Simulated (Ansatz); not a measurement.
# Mg2GeN3: the cost of one run

Computed with Ansatz 0.2.0 (DFT PBE, scalar-relativistic, plane waves, PAW, unless a step names another level, unless a step's input says otherwise).

## 1. The structure to begin with

It takes space group Cmc2_1 (No. 36, orthorhombic). The conventional cell has a = 10.222 Å, b = 5.915 Å, c = 4.973 Å, α = 90.00°, β = 90.00°, γ = 90.00°. Mg (site symmetry 1) is surrounded by 4 N at 2.08 to 2.17 Å. Around Ge (site symmetry m) lie 4 N at 1.86 to 1.90 Å. Around N (site symmetry 1) lie 1 Ge at 1.86 Å and 3 Mg at 2.08 to 2.17 Å. Around N (site symmetry m) lie 2 Ge at 1.88 to 1.90 Å and 2 Mg at 2.11 Å.

Coordinates:

```
Mg Ge N
1.0
     5.11086   -2.95726    0.00000
     5.11086    2.95726    0.00000
     0.00000    0.00000    4.97330
Mg Ge N
4 2 6
Direct
  0.50156 0.16804 0.02093
  0.49844 0.83196 0.52093
  0.16804 0.50156 0.52093
  0.83196 0.49844 0.02093
  0.16307 0.83693 0.00380
  0.83693 0.16307 0.50380
  0.47215 0.83409 0.08479
  0.16591 0.52785 0.08479
  0.13860 0.86140 0.62376
  0.83409 0.47215 0.58479
  0.52785 0.16591 0.58479
  0.86140 0.13860 0.12376
```

It came out lowest among 18 distinct ends of the trial cells. At a tolerance of 0.05 Å it has space group Cmc2_1 (No. 36).

## 2. Tight relaxation for the response runs, on the response runs' mesh and smearing

Input file input.yaml:

```yaml
crystal:
  lattice:
    - [5.1108641528, -2.9572637565, 0.0]
    - [5.1108641528, 2.9572637565, 0.0]
    - [0.0, 0.0, 4.9732955675]
  atoms:
    - { symbol: Mg, position: [0.5015596578, 0.1680365279, 0.020927586] }
    - { symbol: Mg, position: [0.4984403422, 0.8319634721, 0.520927586] }
    - { symbol: Mg, position: [0.1680365279, 0.5015596578, 0.520927586] }
    - { symbol: Mg, position: [0.8319634721, 0.4984403422, 0.020927586] }
    - { symbol: Ge, position: [0.1630737998, 0.8369262002, 0.0037964685] }
    - { symbol: Ge, position: [0.8369262002, 0.1630737998, 0.5037964685] }
    - { symbol: "N", position: [0.4721510048, 0.834085059, 0.0847922753] }
    - { symbol: "N", position: [0.165914941, 0.5278489952, 0.0847922753] }
    - { symbol: "N", position: [0.1385957885, 0.8614042115, 0.6237638091] }
    - { symbol: "N", position: [0.834085059, 0.4721510048, 0.5847922753] }
    - { symbol: "N", position: [0.5278489952, 0.165914941, 0.5847922753] }
    - { symbol: "N", position: [0.8614042115, 0.1385957885, 0.1237638091] }
basis:
  ecutwfc: 420
kpoints:
  mp_grid: { grid: [6, 6, 6] }
hamiltonian:
  xc: pbe
scf:
  occupations: { method: gaussian, width: 0.1 }
output:
  forces: true
  stress: true
  eigenvalues: true
relax:
  adjacent_minimum: "off"
  f_tol: 0.001
  max_steps: 60
  cell: { stress_tol: 0.01 }
```

Launch:

```console
> ansatz run input.yaml --threads 3 --pin off --max-ram 7680MiB --backend cpu --events-out ev --progress --plain --runs-dir out
```

Q: Estimate wall time and peak memory on 3 threads of Intel Xeon 6975P-C (Granite Rapids), shared host.

About 29 s, with a peak of 0.76 GiB.
